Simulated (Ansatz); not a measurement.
# C2H2Se: functionals against CCSD(T) at one geometry

One table from this session's results is given with a row withheld; the runs are named, their logs left out.

Program: Ansatz 0.2.0, Gaussian basis. Level of theory: single points in def2-TZVPP. These are calculated values, not measurements.

Cores are frozen in the correlated methods. Filled d shells of the heavier atoms are correlated.

### Where the work starts

5 atoms, charge 0, spin multiplicity 1.

Atoms are counted from 1 here; the program's logs count them from 0.

Bond lengths: C1–C2 1.300 Å, C1–H4 1.064 Å, C1–H5 1.035 Å, C2–Se3 1.663 Å. Angles: C2–C1–H4 115.4°, C2–C1–H5 131.8°, H4–C1–H5 112.8°, C1–C2–Se3 174.3°.

Coordinates:

```mol
C2H2Se
  3D, bonds by distance, orders not assigned

  5  4  0  0  0  0  0  0  0  0999 V2000
    0.3928   -0.3979   -0.1355 C   0  0
   -0.4755    0.5165    0.1816 C   0  0
   -1.6621    1.5705    0.6787 Se  0  0
    1.1723   -0.0806   -0.7866 H   0  0
    0.4644   -1.3982    0.1186 H   0  0
  1  2  8  0
  1  4  8  0
  1  5  8  0
  2  3  8  0
M  END
```

The first run:

The input, run/in.yaml:

```yaml
crystal:
  periodic: [false, false, false]
  atoms:
    - {symbol: C, position_ang: [0.392800, -0.397900, -0.135500]}
    - {symbol: C, position_ang: [-0.475500, 0.516500, 0.181600]}
    - {symbol: Se, position_ang: [-1.662100, 1.570500, 0.678700]}
    - {symbol: H, position_ang: [1.172300, -0.080600, -0.786600]}
    - {symbol: H, position_ang: [0.464400, -1.398200, 0.118600]}
basis:
  gaussian: {orbitals: def2-TZVPP}
correlation: {method: ccsd_t}
output: {forces: true}
```

The command line of these runs was not kept.

Among the steps run: CCSD(T)/def2-TZVPP; PBE0-D4/def2-TZVPP; wB97M-V/def2-TZVPP; r2SCAN-D4/def2-TZVPP; PBE-D4/def2-TZVPP; SPW92/def2-TZVPP; wB97X-V/def2-TZVPP.

One of the session's tables, all rows but one given; the rest of the session is left out.

| method | RMS force component (eV/Å) | angle to CCSD(T) forces (°) | dipole (D) |
| --- | --- | --- | --- |
| CCSD(T) | 0.961 | reference | 0.88 |
| PBE0-D4 | 0.984 | 18.8 | 1.00 |
| wB97M-V | 0.983 | 18.0 | 1.04 |
| r2SCAN-D4 | ? | ? | ? |
| PBE-D4 | 1.038 | 12.4 | 0.85 |
| SPW92 | 1.042 | 25.6 | 0.89 |
| wB97X-V | 0.988 | 16.8 | 1.13 |

Estimate the missing values for r2SCAN-D4.

As computed: RMS force component (eV/Å): 0.972; angle to CCSD(T) forces (°): 16.3; dipole (D): 1.00. In the column «RMS force component (eV/Å)» it lies between CCSD(T) (0.961) and wB97M-V (0.983).
